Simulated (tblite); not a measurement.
# C4H11BN2O: the cost of one run

Programs: PySCF 2.14.0 with density-fitted response routines of our own, and tblite 0.8.0. All values are computed, except where a source is named. Atoms count from 0 throughout.

## (1) The molecule as given

19 atoms, charge 0, multiplicity 1; geometry from: force field or distance geometry start.

Bonds of the start (Å): B4–N5 1.54, B4–O6 1.46, C0–C1 1.35, C0–H8 1.08, C0–H9 1.08, C1–H10 1.07, C1–N2 1.45, C3–H11 1.12, C3–H12 1.11, C3–H13 1.12, C7–H16 1.11, C7–H17 1.11, C7–H18 1.12, N2–B4 1.55, N2–C3 1.45, N5–H14 1.03, N5–H15 1.04, O6–C7 1.40.

## (2) GFN2-xTB relaxation, start minimum

What the job is given:

```
{"job": {"xc": "GFN2-xTB", "basis": "xTB", "kind": "relax"}, "charge": 0, "multiplicity": 1}
C      2.554500    -0.567800    -1.174900
C      1.420500     0.163300    -1.150000
N      0.605600     0.262800     0.040400
C      1.092400    -0.121400     1.352000
B     -0.869700     0.723600    -0.098900
N     -1.422300     1.206600    -1.447900
O     -1.762500     0.726000     1.061900
C     -2.425300    -0.510600     1.122400
H      3.129000    -0.619800    -2.086400
H      2.890500    -1.127200    -0.313900
H      1.128400     0.658000    -2.055500
H      0.493600     0.331200     2.177300
H      2.136000     0.214600     1.506000
H      1.050200    -1.234200     1.460300
H     -1.302700     0.440800    -2.133500
H     -0.833200     2.013400    -1.746900
H     -1.718500    -1.360300     1.248200
H     -3.100400    -0.520300     2.004100
H     -3.075900    -0.669300     0.227800
```

On the command line:

```console
OMP_NUM_THREADS=1 python ens_run.py task.json out
```

One launch serves the whole session.

Q: Estimate the wall time of this first job on 1 thread of Arm Neoverse N1, shared host.

About 2.1 s.
